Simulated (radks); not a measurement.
# Ionising lutetium step by step, Lu⁴⁸⁺ to Lu⁷⁰⁺

Aim: the successive ionisation energies of lutetium, each ion in the ground configuration that NIST lists, set against the tabulated values. Each value is a difference of total energies (Δ-SCF).

Program: radks (a radial shooting solver on a logarithmic mesh, Libxc functionals) version 1. Level of theory: Dirac Kohn-Sham, exchange-only PBE, spin-unpolarised, spherical densities, finite nucleus; open shells fill j = l - 1/2 first. These are calculated values, not measurements, unless marked.

## 1. What is computed

| Property | Result |
| --- | --- |
| element | lutetium (Z = 71) |
| charges | 48 to 70 |
| first configuration | [Ar] 3d5 |
| last configuration | 1s1 |

## 2. Lu⁴⁸⁺, [Ar] 3d5

Input:

```text
Z 71
configuration [Ar] 3d5
relativity Dirac
functional pbe,
spin unpolarised
j_filling energy
nucleus finite rms 5.37 fm
c 137.035999084
```

## 3. Lu⁴⁹⁺, [Ar] 3d4

Settings, as their differences from step 2:

```diff
@@ -1,3 +1,3 @@
 Z 71
-configuration [Ar] 3d5
+configuration [Ar] 3d4
 relativity Dirac
```

## 4. Lu⁵⁰⁺, [Ar] 3d3

Settings, as their differences from step 3:

```diff
@@ -1,3 +1,3 @@
 Z 71
-configuration [Ar] 3d4
+configuration [Ar] 3d3 4s0 4p0
 relativity Dirac
```

## 5. Lu⁵¹⁺, [Ar] 3d2

Settings, as their differences from step 4:

```diff
@@ -1,3 +1,3 @@
 Z 71
-configuration [Ar] 3d3 4s0 4p0
+configuration [Ar] 3d2
 relativity Dirac
```

## 6. Lu⁵²⁺, [Ar] 3d1

Settings, as their differences from step 5:

```diff
@@ -1,3 +1,3 @@
 Z 71
-configuration [Ar] 3d2
+configuration [Ar] 3d1
 relativity Dirac
```

## 7. Lu⁵³⁺, [Ar]

Settings, as their differences from step 6:

```diff
@@ -1,3 +1,3 @@
 Z 71
-configuration [Ar] 3d1
+configuration [Ar] 4s0 3d0
 relativity Dirac
```

## 8. Lu⁵⁴⁺, [Ne] 3s2 3p5

Settings, as their differences from step 7:

```diff
@@ -1,3 +1,3 @@
 Z 71
-configuration [Ar] 4s0 3d0
+configuration [Ne] 3s2 3p5
 relativity Dirac
```

## 9. Lu⁵⁵⁺, [Ne] 3s2 3p4

Settings, as their differences from step 8:

```diff
@@ -1,3 +1,3 @@
 Z 71
-configuration [Ne] 3s2 3p5
+configuration [Ne] 3s2 3p4
 relativity Dirac
```

## 10. Lu⁵⁶⁺, [Ne] 3s2 3p3

Settings, as their differences from step 9:

```diff
@@ -1,3 +1,3 @@
 Z 71
-configuration [Ne] 3s2 3p4
+configuration [Ne] 3s2 3p3 4s0 3d0
 relativity Dirac
```

## 11. Lu⁵⁷⁺, [Ne] 3s2 3p2

Settings, as their differences from step 10:

```diff
@@ -1,3 +1,3 @@
 Z 71
-configuration [Ne] 3s2 3p3 4s0 3d0
+configuration [Ne] 3s2 3p2
 relativity Dirac
```

## 12. Lu⁵⁸⁺, [Ne] 3s2 3p1

Settings, as their differences from step 11:

```diff
@@ -1,3 +1,3 @@
 Z 71
-configuration [Ne] 3s2 3p2
+configuration [Ne] 3s2 3p1 4s0 3d0
 relativity Dirac
```

## 13. Lu⁵⁹⁺, [Ne] 3s2

Settings, as their differences from step 12:

```diff
@@ -1,3 +1,3 @@
 Z 71
-configuration [Ne] 3s2 3p1 4s0 3d0
+configuration [Ne] 3s2
 relativity Dirac
```

## 14. Lu⁶⁰⁺, [Ne] 3s1

Settings, as their differences from step 13:

```diff
@@ -1,3 +1,3 @@
 Z 71
-configuration [Ne] 3s2
+configuration [Ne] 3s1
 relativity Dirac
```

## 15. Lu⁶¹⁺, [Ne]

Settings, as their differences from step 14:

```diff
@@ -1,3 +1,3 @@
 Z 71
-configuration [Ne] 3s1
+configuration [Ne]
 relativity Dirac
```

## 16. Lu⁶²⁺, [He] 2s2 2p5

Settings, as their differences from step 15:

```diff
@@ -1,3 +1,3 @@
 Z 71
-configuration [Ne]
+configuration [He] 2s2 2p5
 relativity Dirac
```

## 17. Lu⁶³⁺, [He] 2s2 2p4

Settings, as their differences from step 16:

```diff
@@ -1,3 +1,3 @@
 Z 71
-configuration [He] 2s2 2p5
+configuration [He] 2s2 2p4 3s0 3p0
 relativity Dirac
```

## 18. Lu⁶⁴⁺, [He] 2s2 2p3

Settings, as their differences from step 17:

```diff
@@ -1,3 +1,3 @@
 Z 71
-configuration [He] 2s2 2p4 3s0 3p0
+configuration [He] 2s2 2p3
 relativity Dirac
```

## 19. Lu⁶⁵⁺, [He] 2s2 2p2

Settings, as their differences from step 18:

```diff
@@ -1,3 +1,3 @@
 Z 71
-configuration [He] 2s2 2p3
+configuration [He] 2s2 2p2
 relativity Dirac
```

## 20. Lu⁶⁶⁺, [He] 2s2 2p1

Settings, as their differences from step 19:

```diff
@@ -1,3 +1,3 @@
 Z 71
-configuration [He] 2s2 2p2
+configuration [He] 2s2 2p1
 relativity Dirac
```

## 21. Lu⁶⁷⁺, [He] 2s2

Settings, as their differences from step 20:

```diff
@@ -1,3 +1,3 @@
 Z 71
-configuration [He] 2s2 2p1
+configuration [He] 2s2
 relativity Dirac
```

## 22. Lu⁶⁸⁺, [He] 2s1

Settings, as their differences from step 21:

```diff
@@ -1,3 +1,3 @@
 Z 71
-configuration [He] 2s2
+configuration [He] 2s1 2p0 3s0
 relativity Dirac
```

## 23. Lu⁶⁹⁺, [He]

Settings, as their differences from step 22:

```diff
@@ -1,3 +1,3 @@
 Z 71
-configuration [He] 2s1 2p0 3s0
+configuration [He]
 relativity Dirac
```

## 24. Lu⁷⁰⁺, 1s1

Settings, as their differences from step 23:

```diff
@@ -1,3 +1,3 @@
 Z 71
-configuration [He]
+configuration 1s1
 relativity Dirac
```

What does the calculation give? Wanted: for each run, species; configuration; Δ-SCF; −ε(HOMO); NIST; error.

**Answer**, as computed:

```tsv
species	configuration	Δ-SCF (eV)	−ε(HOMO) (eV)	NIST (eV)	error (%)
Lu⁴⁸⁺	[Ar] 3d5	4210.6	4146.8	4211 (theory)	-0.0
Lu⁴⁹⁺	[Ar] 3d4	4403.3	4337.5	4403 (theory)	+0.0
Lu⁵⁰⁺	[Ar] 3d3	4535.8	4469.3	4532 (theory)	+0.1
Lu⁵¹⁺	[Ar] 3d2	4669.7	4602.5	4673 (theory)	-0.1
Lu⁵²⁺	[Ar] 3d1	4804.9	4737.1	4803 (theory)	+0.0
Lu⁵³⁺	[Ar]	5174.9	5116.3	5168 (theory)	+0.1
Lu⁵⁴⁺	[Ne] 3s2 3p5	5292.5	5233.7	5282 (theory)	+0.2
Lu⁵⁵⁺	[Ne] 3s2 3p4	5410.6	5351.5	5408 (theory)	+0.0
Lu⁵⁶⁺	[Ne] 3s2 3p3	5529.0	5469.7	5525 (theory)	+0.1
Lu⁵⁷⁺	[Ne] 3s2 3p2	5954.3	5891.3	5937 (theory)	+0.3
Lu⁵⁸⁺	[Ne] 3s2 3p1	6080.3	6017.3	6070 (theory)	+0.2
Lu⁵⁹⁺	[Ne] 3s2	6349.1	6290.9	6326 (theory)	+0.4
Lu⁶⁰⁺	[Ne] 3s1	6466.0	6407.4	6452 (theory)	+0.2
Lu⁶¹⁺	[Ne]	14254.1	14094.7	14228 (theory)	+0.2
Lu⁶²⁺	[He] 2s2 2p5	14574.2	14413.9	14542 (theory)	+0.2
Lu⁶³⁺	[He] 2s2 2p4	14896.0	14734.8	14890 (theory)	+0.0
Lu⁶⁴⁺	[He] 2s2 2p3	15219.0	15057.3	15211 (theory)	+0.1
Lu⁶⁵⁺	[He] 2s2 2p2	16786.0	16606.0	16730 (theory)	+0.3
Lu⁶⁶⁺	[He] 2s2 2p1	17146.1	16966.1	17120 (theory)	+0.2
Lu⁶⁷⁺	[He] 2s2	17668.3	17524.8	17610 (theory)	+0.3
Lu⁶⁸⁺	[He] 2s1	17948.3	17810.4	17928.1 (theory)	+0.1
Lu⁶⁹⁺	[He]	72672	72070	72322.9 (theory)	+0.5
Lu⁷⁰⁺	1s1	73795	73264	73804.4 (theory)	-0.0
```

**Reading.** Reference values: NIST Atomic Spectra Database (exp. measured, semi-emp. semi-empirical, theory a theoretical value adopted there). Per unit of the charge left behind, the cost jumps most at Lu⁶⁹⁺ ([He]): from 17948.3 to 72672 eV. There the highest level belongs to another shell. Minus the highest eigenvalue gives 98 to 99 % of the Δ-SCF value along the ladder. Spin polarisation and multiplet splitting are left out, so open shells lie too high by an amount that depends on their filling.
